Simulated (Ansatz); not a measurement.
# C3H9ClGe: the cost of one run

All numbers below are computed with Ansatz 0.2.0 (RKS PBE/def2-SVP).

### 1 Starting point

Bond lengths: C1–C2 1.490 Å, C2–C3 1.503 Å, C2–Cl4 1.799 Å, C2–Ge5 1.966 Å, C1–H6 1.175 Å, C1–H7 1.075 Å, C1–H8 1.116 Å, C3–H9 1.138 Å, C3–H10 1.130 Å, C3–H11 1.139 Å, Ge5–H12 1.565 Å, Ge5–H13 1.505 Å, Ge5–H14 1.538 Å. Angles (14 of 24 angles, heavy atoms first): C1–C2–C3 109.5°, C1–C2–Cl4 113.7°, C1–C2–Ge5 108.4°, C3–C2–Cl4 107.3°, C3–C2–Ge5 110.3°, Cl4–C2–Ge5 107.5°, C2–C1–H6 109.7°, C2–C1–H7 114.1°, C2–C1–H8 109.3°, C2–C3–H9 114.2°, C2–C3–H10 112.1°, C2–C3–H11 112.0°, C2–Ge5–H12 107.9°, C2–Ge5–H13 108.5°.

Structure file:

```xyz
14

C    -1.4115    0.2560    0.3669
C    -0.0497    0.3864   -0.2236
C     0.9208    0.8138    0.8420
Cl    0.0505    1.5938   -1.5531
Ge    0.4751   -1.3565   -0.9665
H    -1.7760    1.3029    0.7566
H    -1.4727   -0.4452    1.1797
H    -2.1415    0.0152   -0.4416
H     0.6845    1.8245    1.3097
H     1.9787    0.8800    0.4509
H     0.9550    0.0752    1.7082
H     0.4804   -2.3965    0.2032
H     1.8491   -1.2247   -1.5665
H    -0.5557   -1.7541   -2.0371
```

### 2 End point A

The input, input.yaml:

```yaml
crystal:
  periodic: [false, false, false]
  atoms:
    - { symbol: C, position_ang: [-1.4115, 0.256, 0.3669] }
    - { symbol: C, position_ang: [-0.0497, 0.3864, -0.2236] }
    - { symbol: C, position_ang: [0.9208, 0.8138, 0.842] }
    - { symbol: Cl, position_ang: [0.0505, 1.5938, -1.5531] }
    - { symbol: Ge, position_ang: [0.4751, -1.3565, -0.9665] }
    - { symbol: H, position_ang: [-1.776, 1.3029, 0.7566] }
    - { symbol: H, position_ang: [-1.4727, -0.4452, 1.1797] }
    - { symbol: H, position_ang: [-2.1415, 0.0152, -0.4416] }
    - { symbol: H, position_ang: [0.6845, 1.8245, 1.3097] }
    - { symbol: H, position_ang: [1.9787, 0.88, 0.4509] }
    - { symbol: H, position_ang: [0.955, 0.0752, 1.7082] }
    - { symbol: H, position_ang: [0.4804, -2.3965, 0.2032] }
    - { symbol: H, position_ang: [1.8491, -1.2247, -1.5665] }
    - { symbol: H, position_ang: [-0.5557, -1.7541, -2.0371] }
basis:
  gaussian: { orbitals: def2-SVP }
hamiltonian:
  xc: pbe
relax:
  f_tol: 0.015
  max_steps: 40
```

Run with:

```bash
> ansatz run input.yaml --threads 2 --pin off --max-ram 3072MiB --backend cpu --events-out ev --progress --plain --runs-dir out
```

**Question.** How long does this run take on 2 threads of AMD EPYC 9R14 (Zen 4), shared host, and how much memory does it need?

About 13 s, with a peak of 0.21 GiB.
